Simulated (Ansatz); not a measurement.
# C₂HAlCl₂: taking an electron away

How much energy removes an electron from C₂HAlCl₂ at fixed geometry? The cation is run at each level and the neutral's energy taken from earlier runs.

The runs use Ansatz 0.2.0, Gaussian basis; unrestricted cation, the program's frozen cores in correlated methods.

Plan: UKS PBE-D4/def2-TZVPP; UKS r2SCAN-D4/def2-TZVPP; UKS PBE0-D4/def2-TZVPP; UKS B3LYP-D4/def2-TZVPP; UKS wB97X-V/def2-TZVPP; UKS wB97M-V/def2-TZVPP; UKS B2PLYP/def2-TZVPP; UHF-CCSD(T)/def2-TZVPP; UHF-MP2/def2-QZVPP; extrapolation to the limit; then −ε(HOMO) from the neutral's earlier runs with LDA (SPW92), PBE-D4, revPBE-D4, BLYP-D4, r2SCAN-D4, B97M-V, PBE0-D4, B3LYP-D4, r2SCANh-D4, r2SCAN0-D4, HSE06-D4, BHLYP-D4, CAM-B3LYP-D4, LC-ωPBE, ωB97X-V, ωB97M-V.

## 1. The relaxed structure

An earlier PBE0-D4 in a triple-zeta def2 set relaxation fixed the geometry.

SMILES `C#[C][Al]([Cl])[Cl]`, 6 atoms, charge 0, spin multiplicity 1.

Atoms are counted from 1 here; the program's logs count them from 0.

Bond lengths: C1–C2 1.209 Å, C1–H6 1.067 Å, C2–Al3 1.880 Å, Al3–Cl4 2.075 Å, Al3–Cl5 2.075 Å. Angles: C2–C1–H6 180.0°, C1–C2–Al3 179.8°, C2–Al3–Cl4 120.5°, C2–Al3–Cl5 120.6°, Cl4–Al3–Cl5 118.9°.

## 2. Cation, UKS PBE-D4/def2-TZVPP

File in.yaml:

```yaml
crystal:
  periodic: [false, false, false]
  atoms:
    - {symbol: C, position_ang: [1.376631, -0.077230, 1.335322]}
    - {symbol: C, position_ang: [0.515134, -0.032349, 0.488620]}
    - {symbol: Al, position_ang: [-0.826906, 0.030803, -0.825997]}
    - {symbol: Cl, position_ang: [-2.210246, -1.506750, -0.993796]}
    - {symbol: Cl, position_ang: [-0.949743, 1.637972, -2.132761]}
    - {symbol: H, position_ang: [2.137231, -0.116447, 2.082511]}
basis:
  gaussian: {orbitals: def2-TZVPP}
total_charge: 1
magnetization: {spin_polarized: true, initial_magnetization: 1}
hamiltonian: {xc: pbe, dispersion: d4}
```

Launch:

```sh
ansatz run in.yaml --threads 4 --pin off --events-out ev --progress --plain --max-ram 10444MiB
```

After this run come: Cation, UKS r2SCAN-D4/def2-TZVPP; Cation, UKS PBE0-D4/def2-TZVPP; Cation, UKS B3LYP-D4/def2-TZVPP; Cation, UKS wB97X-V/def2-TZVPP; Cation, UKS wB97M-V/def2-TZVPP; Cation, UKS B2PLYP (frozen core)/def2-TZVPP; Cation, UHF-CCSD(T)/def2-TZVPP; Cation, UHF-MP2/def2-QZVPP.

Q: Predict the results of all the runs planned. Wanted: ionisation energy, CCSD(T)/CBS; nearest functional by difference; nearest −ε(HOMO); −ε(HOMO) of PBE; T1 of the cation.

**Answer**, as computed:

| quantity | value |
| --- | --- |
| ionisation energy, CCSD(T)/CBS | 11.33 eV |
| nearest functional by difference | ωB97X-V (-0.25 eV) |
| nearest −ε(HOMO) | LC-ωPBE (+0.18 eV) |
| −ε(HOMO) of PBE | 7.43 eV |
| T1 of the cation | 0.022 |

Energy differences with functionals land within 1.05 eV of the reference. −ε(HOMO) of PBE misses by 3.9 eV, since self-interaction lifts the level. Among orbital estimates LC-ωPBE comes nearest. Hartree-Fock falls 1.62 eV short, as the neutral has more correlation energy than the cation.
